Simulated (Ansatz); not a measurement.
MgC₂, space group P4_2/mnm: an equation of state with a fit, run with Ansatz 0.2.0 through its Python package.

`run_eos.py`:
```python
"""Energy against volume for MgC2, with a fit."""

import ansatz as az
import numpy as np

VECTORS = np.array([
    [3.950777, 0.0, 0.0],
    [0.0, 3.950777, 0.0],
    [0.0, 0.0, 4.987089],
])
SITES = [
    ("Mg", (0.5, 0.5, 0.0)),
    ("Mg", (0.0, 0.0, 0.5)),
    ("C", (0.887655, 0.887655, 0.0)),
    ("C", (0.612345, 0.387655, 0.5)),
    ("C", (0.112345, 0.112345, 0.0)),
    ("C", (0.387655, 0.612345, 0.5)),
]


def make_crystal(cell):
    crystal = az.Crystal(lattice=az.Lattice.of(cell))
    for symbol, position in SITES:
        crystal = crystal.atom(symbol, position)
    return crystal


def main() -> None:
    # scale the volume, keep shape and fractions
    volumes, energies, pressures = [], [], []
    for scale in np.linspace(0.88, 1.12, 7):
        cell = VECTORS * scale ** (1 / 3)
        calc = make_crystal(cell).calculation().occupations("Fixed").basis(41 * az.Ry).kpoints(4, 4, 4).stress()
        summary = calc.run(threads=1).report
        volumes.append(abs(np.linalg.det(cell)) / len(SITES))
        energies.append(summary["free_energy_ev"] / len(SITES))
        pressures.append(np.trace(summary["stress_gpa"]) / 3)
        print(f"V = {volumes[-1]:8.4f} A^3/atom  F = {energies[-1]:.5f} eV/atom  P = {pressures[-1]:8.3f} GPa")

    # third-order Birch-Murnaghan: a cubic in V^(-2/3)
    x = np.array(volumes) ** (-2 / 3)
    poly = np.polynomial.Polynomial.fit(x, energies, 3).convert()
    roots = poly.deriv().roots()
    x0 = min((r.real for r in roots if abs(r.imag) < 1e-9 and poly.deriv(2)(r.real) > 0), key=lambda r: abs(r - x.mean()))
    v0 = x0 ** -1.5
    b0 = 4 / 9 * poly.deriv(2)(x0) * v0 ** (-7 / 3) * 160.21766
    b1 = 4 + 2 / 3 * x0 * poly.deriv(3)(x0) / poly.deriv(2)(x0)
    print(f"V0 = {v0:.4f} A^3/atom, B0 = {b0:.1f} GPa, dB/dP = {b1:.2f}")


if __name__ == "__main__":
    main()
```

Estimate the equilibrium volume and the bulk modulus.

A third-order Birch-Murnaghan fit through the 7 points has its minimum at 12.94 Å³ an atom, 0.3 % below the typed cell, with a bulk modulus of 117 GPa and dB/dP = 3.7. From that minimum the energy rises by 79.4 meV an atom on the compressed side and 60.0 meV on the expanded side.

The output:

```console
$ python run_eos.py
V =  11.4168 A^3/atom  F = -808.06230 eV/atom  P =   18.459 GPa
V =  11.9357 A^3/atom  F = -808.10956 eV/atom  P =   10.962 GPa
V =  12.4547 A^3/atom  F = -808.13473 eV/atom  P =    4.775 GPa
V =  12.9736 A^3/atom  F = -808.14164 eV/atom  P =   -0.343 GPa
V =  13.4926 A^3/atom  F = -808.13346 eV/atom  P =   -4.581 GPa
V =  14.0115 A^3/atom  F = -808.11275 eV/atom  P =   -8.093 GPa
V =  14.5304 A^3/atom  F = -808.08168 eV/atom  P =  -11.002 GPa
V0 = 12.9357 A^3/atom, B0 = 117.5 GPa, dB/dP = 3.70
```

Caveats:
- Total energies depend on the potentials; only differences at equal settings carry meaning.
- Shape and fractional positions are held along the curve, so the bulk modulus is an upper value where they are free to relax, by a factor of two or more in layered or hydrogen-bonded cells.
- Pressure is positive in compression.
- No functional is typed, so the default, PBE, holds.
- This cell is a computed structure, which may not be the phase found in nature.
- Timing: 12 s on 1 thread of AMD EPYC 7R43 64-Core Processor (Zen 3) (shared host), peak memory 0.44 GiB.

(Lines on the test bed's own set-up are left out of the output.)
